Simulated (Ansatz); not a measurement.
# H₂BrO (doublet): from Hartree-Fock to the top rungs at distance O1–H3 along a hydrogen transfer = 0.892 Å, cc-pVDZ

Aim: climb from Hartree-Fock through coupled cluster and multireference methods for H₂BrO (doublet) at one geometry and basis, and see what each rung misses.

Method: cc-pVDZ, core rule «outside noble gas», up to 15 orbitals frozen; program: Ansatz 0.2.0, Gaussian basis.

To be run: UHF; CCSD(T) on ROHF; CCSD(T) on UHF; BCCD(T) on ROHF; CISD; CCSDT(Q) on ROHF; CCSDT(Q) on UHF; CASSCF and MRCISD+Q, 3 electrons in 3 orbitals; CASSCF and NEVPT2, 3 electrons in 3 orbitals; CASSCF and MRCISD+Q, 15 electrons in 10 orbitals; CASSCF and NEVPT2, 15 electrons in 10 orbitals.

8 further runs of the same task are left out: 1 for a mislabelled method, 2 for a known fault of the program, 5 that didn't finish.

**1. The system**

The geometry derives from fragments relaxed apart (PBE0/def2-TZVP) and kept rigid, so it is no stationary point. A hydrogen atom is moved between rigid fragments. No spin-orbit coupling is included. The filled d shell of Br may be among the frozen orbitals whatever the setting's name suggests; the logs give the count.

4 atoms, charge 0, spin multiplicity 2.

Atoms are counted from 1 here; the program's logs count them from 0.

Bond lengths: O1–H2 0.960 Å, O1–H3 0.892 Å. Angles: H2–O1–H3 105.1°.

Coordinates:

```
O    -0.94942   -0.23164    0.00000
H    -1.19873    0.69493    0.00000
H    -0.05742   -0.23164    0.00000
Br    2.20558   -0.23164    0.00000
```

**2. UHF**

File in.yaml:

```yaml
crystal:
  periodic: [false, false, false]
  atoms:
    - {symbol: O, position_ang: [-0.949423, -0.231644, 0.000000]}
    - {symbol: H, position_ang: [-1.198732, 0.694932, 0.000000]}
    - {symbol: H, position_ang: [-0.057423, -0.231644, 0.000000]}
    - {symbol: Br, position_ang: [2.205577, -0.231644, 0.000000]}
basis:
  gaussian: {orbitals: cc-pVDZ}
magnetization: {spin_polarized: true, initial_magnetization: 1}
hamiltonian: {xc: hf}
output: {orbitals: {seedname: orbitals}}
```

Started as:

```bash
$ ansatz run in.yaml --threads 1 --pin off --events-out ev --progress --plain --max-ram 2393MiB
```

After this run come: CCSD(T) on ROHF; CCSD(T) on UHF; BCCD(T) on ROHF; CISD; CCSDT(Q) on ROHF; CCSDT(Q) on UHF; CASSCF and MRCISD+Q, 3 electrons in 3 orbitals; CASSCF and NEVPT2, 3 electrons in 3 orbitals; CASSCF and MRCISD+Q, 15 electrons in 10 orbitals; CASSCF and NEVPT2, 15 electrons in 10 orbitals.

Before running them: what should the planned runs give, taken together? Wanted: UCCSDT(Q) below the RHF energy; RMP2 from UCCSDT(Q); UMP2 from UCCSDT(Q); RCCSD from UCCSDT(Q); RCCSD(T) from UCCSDT(Q); UCCSD(T) from UCCSDT(Q); RCCSDT(Q) from UCCSDT(Q); NEVPT2 pair from UCCSDT(Q); MRCISD+Q pair from UCCSDT(Q).

**Answer**, as computed:

```
                         quantity                                                                     value
   UCCSDT(Q) below the RHF energy                                                                -8.8842 eV
              RMP2 from UCCSDT(Q)                                                                +757.8 meV
              UMP2 from UCCSDT(Q)                                                                +771.7 meV
             RCCSD from UCCSDT(Q)                                                                +140.0 meV
          RCCSD(T) from UCCSDT(Q)                                                                 +27.5 meV
          UCCSD(T) from UCCSDT(Q)                                                                 +25.1 meV
         RCCSDT(Q) from UCCSDT(Q)                                                                  +2.2 meV
       NEVPT2 pair from UCCSDT(Q)                                                                +724.4 meV
     MRCISD+Q pair from UCCSDT(Q)                                                                 +61.3 meV
    NEVPT2 valence from UCCSDT(Q)                                                               +1392.8 meV
levels within 1 kcal/mol (43 meV)  RCCSD(T), UCCSD(T), BCCD(T), RCCSDT, UCCSDT, RCCSDT(Q), MRCISD+Q valence
                    T1 diagnostic                                                                     0.009
   effectively unpaired electrons                                                                      1.01
```

**Reading.** RCCSD(T) misses by +27.5 meV, 0.3 % of the correlation energy. One determinant dominates. Of the multireference levels listed MRCISD+Q valence comes nearest in total energy (+35.3 meV), which doesn't show that its space is the better one. These misses are within one basis, not against nature; the frozen cores of restricted and unrestricted runs differ, which can shift their rows.
